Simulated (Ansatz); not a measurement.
**C₂H₅In: ionisation energy by level of theory**

The task here is to estimate one member of a computed series from the others.

Computed with Ansatz 0.2.0, Gaussian basis. Level: unrestricted cation, the program's frozen cores in correlated methods.

The runs, in order: UKS PBE-D4/def2-TZVPP; UKS r2SCAN-D4/def2-TZVPP; UKS PBE0-D4/def2-TZVPP; UKS B3LYP-D4/def2-TZVPP; UKS wB97X-V/def2-TZVPP; UKS wB97M-V/def2-TZVPP; UKS B2PLYP/def2-TZVPP; UHF-CCSD(T)/def2-TZVPP; UHF-MP2/def2-QZVPP; extrapolation to the limit; then −ε(HOMO) from the neutral's earlier runs with LDA (SPW92), PBE-D4, revPBE-D4, BLYP-D4, r2SCAN-D4, B97M-V, PBE0-D4, B3LYP-D4, r2SCANh-D4, r2SCAN0-D4, HSE06-D4, BHLYP-D4, CAM-B3LYP-D4, LC-ωPBE, ωB97X-V, ωB97M-V.

1 further run of the same task is left out (for a known fault of the program).

### Structure used throughout

An earlier PBE0-D4 in a triple-zeta def2 set relaxation fixed the geometry. In takes the def2 core potential; no spin-orbit term is included.

SMILES `C=[CH][InH2]`, 8 atoms, charge 0, spin multiplicity 1.

Atoms are counted from 1 here; the program's logs count them from 0.

Bond lengths: C1–C2 1.332 Å, C1–H4 1.088 Å, C1–H5 1.089 Å, C2–In3 2.135 Å, C2–H6 1.089 Å, In3–H7 1.724 Å, In3–H8 1.728 Å. Angles: C2–C1–H4 122.2°, C2–C1–H5 122.4°, H4–C1–H5 115.4°, C1–C2–In3 121.1°, C1–C2–H6 117.6°, In3–C2–H6 121.3°, C2–In3–H7 122.0°, C2–In3–H8 115.9°, H7–In3–H8 122.1°.

Set-up of the first run:

File in.yaml:

```yaml
crystal:
  periodic: [false, false, false]
  atoms:
    - {symbol: C, position_ang: [-1.013298, 1.059934, -0.051723]}
    - {symbol: C, position_ang: [0.205382, 0.623975, -0.368194]}
    - {symbol: In, position_ang: [0.870873, -1.315349, 0.226797]}
    - {symbol: H, position_ang: [-1.715840, 0.454725, 0.516961]}
    - {symbol: H, position_ang: [-1.375004, 2.045115, -0.343688]}
    - {symbol: H, position_ang: [0.847717, 1.291968, -0.939729]}
    - {symbol: H, position_ang: [2.443032, -1.901996, -0.168017]}
    - {symbol: H, position_ang: [-0.262862, -2.258372, 1.127603]}
basis:
  gaussian: {orbitals: def2-TZVPP}
total_charge: 1
magnetization: {spin_polarized: true, initial_magnetization: 1}
hamiltonian: {xc: pbe, dispersion: d4}
```

Run with:

```bash
$ ansatz run in.yaml --threads 4 --pin off --events-out ev --progress --plain --max-ram 10444MiB
```

Among the steps run: Cation, UKS PBE-D4/def2-TZVPP; Cation, UKS r2SCAN-D4/def2-TZVPP; Cation, UKS PBE0-D4/def2-TZVPP; Cation, UKS B3LYP-D4/def2-TZVPP; Cation, UKS wB97X-V/def2-TZVPP; Cation, UKS wB97M-V/def2-TZVPP; Cation, UKS B2PLYP (frozen core)/def2-TZVPP; Cation, UHF-CCSD(T)/def2-TZVPP; Cation, UHF-MP2/def2-QZVPP.

One table of the session follows, with a row left open; its other results are not shown here.

Orbital estimates, from the neutral's runs:

```
  functional  −ε(HOMO) (eV)
 LDA (SPW92)           6.52
      PBE-D4           6.41
   revPBE-D4           6.37
     BLYP-D4              ?
   r2SCAN-D4           6.64
      B97M-V           6.73
     PBE0-D4           7.59
    B3LYP-D4           7.41
  r2SCANh-D4           7.08
  r2SCAN0-D4           7.75
    HSE06-D4           7.20
    BHLYP-D4           8.72
CAM-B3LYP-D4           8.93
     LC-ωPBE          10.23
     ωB97X-V           9.90
     ωB97M-V           9.77
```

**Question.** Estimate the row for BLYP-D4.

Worked estimate for «−ε(HOMO) (eV)». Against the share of exact exchange, B3LYP-D4 (0.2, 7.41), BHLYP-D4 (0.5, 8.72) give a slope of 4.37 per unit share; at 0 the line stands at 6.54.

As computed: −ε(HOMO) (eV): 6.31. In «−ε(HOMO) (eV)» the line misses by +0.23.
